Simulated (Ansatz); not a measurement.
# CH7AlO2Si: up Jacob's ladder to CCSD(T)

An exercise on one series of results from a longer session: the logs are not shown, and one member is left open.

Method: functionals in def2-TZVPP, the program's frozen cores in correlated methods; program: Ansatz 0.2.0, Gaussian basis.

Plan: PBE-D4, r2SCAN-D4, PBE0-D4, B3LYP-D4, ωB97X-V, ωB97M-V, B2PLYP; CCSD(T)/def2-TZVPP; MP2/def2-QZVPP; extrapolation to the limit.

### The geometry

All runs share one geometry, relaxed beforehand with PBE0-D4 in a triple-zeta def2 set.

12 atoms, charge 0, spin multiplicity 1.

Atoms are counted from 1 here; the program's logs count them from 0.

Bond lengths: C1–Al2 1.946 Å, C1–H6 1.093 Å, C1–H7 1.095 Å, C1–H8 1.094 Å, Al2–O3 1.705 Å, Al2–Si4 2.475 Å, O3–H9 0.956 Å, Si4–O5 1.667 Å, Si4–H10 1.490 Å, Si4–H11 1.499 Å, O5–H12 0.958 Å. Angles: Al2–C1–H6 112.9°, Al2–C1–H7 110.4°, Al2–C1–H8 110.7°, H6–C1–H7 107.7°, H6–C1–H8 108.1°, H7–C1–H8 106.7°, C1–Al2–O3 116.3°, C1–Al2–Si4 126.9°, O3–Al2–Si4 116.9°, Al2–O3–H9 122.4°, Al2–Si4–O5 112.6°, Al2–Si4–H10 111.5°, Al2–Si4–H11 111.8°, O5–Si4–H10 104.5°, O5–Si4–H11 110.2°, H10–Si4–H11 105.9°, Si4–O5–H12 116.6°.

The first run:

in.yaml

```yaml
crystal:
  periodic: [false, false, false]
  atoms:
    - {symbol: C, position_ang: [-2.207199, 0.774657, -0.135380]}
    - {symbol: Al, position_ang: [-0.376676, 0.238503, -0.519233]}
    - {symbol: O, position_ang: [0.210497, 0.618529, -2.073638]}
    - {symbol: Si, position_ang: [1.184892, -0.915561, 1.014927]}
    - {symbol: O, position_ang: [2.733196, -1.004745, 0.403626]}
    - {symbol: H, position_ang: [-2.560955, 0.417447, 0.834792]}
    - {symbol: H, position_ang: [-2.294657, 1.866225, -0.140059]}
    - {symbol: H, position_ang: [-2.889402, 0.400400, -0.904991]}
    - {symbol: H, position_ang: [1.076227, 0.346933, -2.374709]}
    - {symbol: H, position_ang: [0.788031, -2.335866, 1.231308]}
    - {symbol: H, position_ang: [1.201582, -0.282807, 2.373246]}
    - {symbol: H, position_ang: [3.211565, -0.178917, 0.324112]}
basis:
  gaussian: {orbitals: def2-TZVPP}
hamiltonian: {xc: pbe, dispersion: d4}
output: {forces: true, orbitals: {seedname: orbitals}}
```

Run with:

```sh
$ ansatz run in.yaml --threads 4 --pin off --events-out ev --progress --plain --max-ram 10444MiB
```

Steps of the session up to this table: PBE-D4 (GGA); r2SCAN-D4 (meta-GGA); PBE0-D4 (hybrid); B3LYP-D4 (hybrid); ωB97X-V (range-separated); ωB97M-V (range-separated); B2PLYP (double hybrid); CCSD(T) in def2-TZVPP; MP2 in def2-QZVPP.

One table of the session follows, with a row left open; its other results are not shown here.

It belongs to the step «Atomisation energies». 

```
            method  atomisation energy (kJ/mol)
            PBE-D4                       4278.3
         r2SCAN-D4                       4260.8
           PBE0-D4                       4209.8
          B3LYP-D4                       4236.3
           ωB97X-V                       4263.6
           ωB97M-V                       4257.0
            B2PLYP                       4201.3
     HF/def2-TZVPP                       3108.2
    MP2/def2-TZVPP                       4213.7
   CCSD/def2-TZVPP                       4096.9
CCSD(T)/def2-TZVPP                       4151.8
           MP2/CBS                            ?
       CCSD(T)/CBS                       4272.4
```

Estimate the missing values for MP2/CBS.

The run gave: atomisation energy (kJ/mol): 4334.3. In the column «atomisation energy (kJ/mol)» it is the highest.

Limits of these values: Free atoms (1 C, 1 Al, 2 O, 1 Si, 7 H) were run apart at each level; the atomisation energy is their sum less the molecule, without zero-point or spin-orbit terms.
